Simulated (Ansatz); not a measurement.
I need vertical energies of changing the electron count of BH8NSi2, SMILES B[SiH](N)[SiH3]. Use Ansatz 0.2.0 through its Python package. Settings (for the species named): r2SCAN, def2-SVPD basis, multiplicity 1.

```xyz
12

B    -1.2198    1.2962    0.8134
Si   -0.6418   -0.2763   -0.0688
N    -0.3473   -1.5281    1.1505
Si    1.3145    0.1911   -1.1908
H    -2.3308    1.7704    0.5183
H    -0.5833    1.9058    1.5903
H    -1.6357   -0.7551   -1.0010
H     0.0881   -2.3482    0.6479
H     0.4709   -1.1590    1.8026
H     2.2618    0.6687   -0.2225
H     1.7123   -1.0419   -1.8251
H     0.9881    1.2214   -2.1808
```

The script, `ip_bh8nsi2.py`:
```python
'''Removing and adding an electron on BH8NSi2 at fixed geometry.'''

import ansatz as az


def total_energy(molecule, charge=0, unpaired=0):
    calc = molecule.calculation().basis(gaussian='def2-SVPD').functional('r2SCAN')
    if charge:
        calc = calc.charge(charge)
    if unpaired:
        calc = calc.spin('collinear', total=unpaired)
    report = calc.run(threads=1).report
    if report['published_state_doubts']:
        print('  doubts:', report['published_state_doubts'])
    return report['free_energy_ev']


def main() -> None:
    geometry_ang = [
        ('B', (-1.2198, 1.2962, 0.8134)),
        ('Si', (-0.6418, -0.2763, -0.0688)),
        ('N', (-0.3473, -1.5281, 1.1505)),
        ('Si', (1.3145, 0.1911, -1.1908)),
        ('H', (-2.3308, 1.7704, 0.5183)),
        ('H', (-0.5833, 1.9058, 1.5903)),
        ('H', (-1.6357, -0.7551, -1.001)),
        ('H', (0.0881, -2.3482, 0.6479)),
        ('H', (0.4709, -1.159, 1.8026)),
        ('H', (2.2618, 0.6687, -0.2225)),
        ('H', (1.7123, -1.0419, -1.8251)),
        ('H', (0.9881, 1.2214, -2.1808)),
    ]
    bh8nsi2 = az.Crystal.molecule()
    for symbol, xyz in geometry_ang:
        bh8nsi2 = bh8nsi2.atom(symbol, xyz)

    # total-energy differences at one geometry
    parent = total_energy(bh8nsi2, 0, 0)
    cation = total_energy(bh8nsi2, 1, 1)
    print(f'E(N)   = {parent:.5f} eV')
    print(f'E(N-1) = {cation:.5f} eV  (1 unpaired)')
    print(f'vertical ionisation energy {cation - parent:.3f} eV')
    anion = total_energy(bh8nsi2, -1, 1)
    print(f'E(N+1) = {anion:.5f} eV  (1 unpaired)')
    print(f'vertical electron affinity {parent - anion:.3f} eV' + ('' if anion < parent else ' (unbound in this basis)'))
    print(f'fundamental gap IP - EA = {cation + anion - 2 * parent:.3f} eV')


if __name__ == '__main__':
    main()
```

```console
$ python ip_bh8nsi2.py
E(N)   = -18041.29551 eV
E(N-1) = -18032.54470 eV  (1 unpaired)
vertical ionisation energy 8.751 eV
E(N+1) = -18042.24565 eV  (1 unpaired)
vertical electron affinity 0.950 eV
fundamental gap IP - EA = 7.801 eV
```

At this unrelaxed geometry removing an electron costs 8.75 eV and adding one releases 0.95 eV.

Total energies depend on the basis set; only differences at equal settings carry meaning. The geometry is a force-field or estimated start, not a minimum of this method, and the basis set is short of its limit. All parts are taken at fixed geometry, without zero-point energy. At an unrelaxed start these energies can be a whole eV from those at the minimum, and a small affinity can change sign. Hardware and time: 58 s on 1 thread of Arm Neoverse V1 (shared host), peak memory 0.38 GiB.
